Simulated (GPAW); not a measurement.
Ge3Pd:

```
Pd Ge
1.0
     4.14202    0.00000    0.00000
     0.00000    4.14202    0.00000
     0.00000    0.00000    4.14202
Pd Ge
1 3
Direct
  0.00000 0.00000 0.00000
  0.50000 0.50000 0.00000
  0.50000 0.00000 0.50000
  0.00000 0.50000 0.50000
```

The cell comes from a database or a generator and needn't be the stable form of this composition.

```yaml
Program: GPAW 26.7.0
Task: relaxation of cell and atoms
Functional: PBEsol
Dispersion: D3(BJ)
Potentials_or_basis: PAW data sets generated in the run's folder for this functional
Cutoff: 600 eV
Basis: pw
k_mesh: 7 × 7 × 7
Occupations: fermi-dirac, width 0.05 eV
Spin: no spin polarisation
```

At the start: pressure -8.4 GPa; volume 17.77 Å³/atom.

Task: How do energy, volume and symmetry change on relaxing?

Result: Over 4 steps the energy falls by 43.9 meV/atom and the volume is 16.27 Å³/atom (-8.4 %); space group Pm-3m (No. 221, to 0.05 Å).

Step by step:
| step | energy change (eV) | largest force (eV/Å) | pressure (GPa) | volume (Å³) |
| --- | --- | --- | --- | --- |
| 1 | 0.0000 | 0.0000 | -8.37 | 71.06 |
| 2 | -0.0353 | 0.0000 | -7.64 | 70.36 |
| 3 | -0.1715 | 0.0000 | 1.58 | 64.12 |
| 4 | -0.1756 | 0.0000 | -0.20 | 65.07 |

Final structure:
```
Pd Ge
1.0
     4.02211    0.00000    0.00000
     0.00000    4.02211    0.00000
     0.00000    0.00000    4.02211
Pd Ge
1 3
Direct
  0.00000 0.00000 0.00000
  0.50000 0.50000 0.00000
  0.50000 0.00000 0.50000
  0.00000 0.50000 0.50000
```

Caveat: later steps reuse the first step's grids; pairwise dispersion overbinds metals, which lowers pressure and volume.
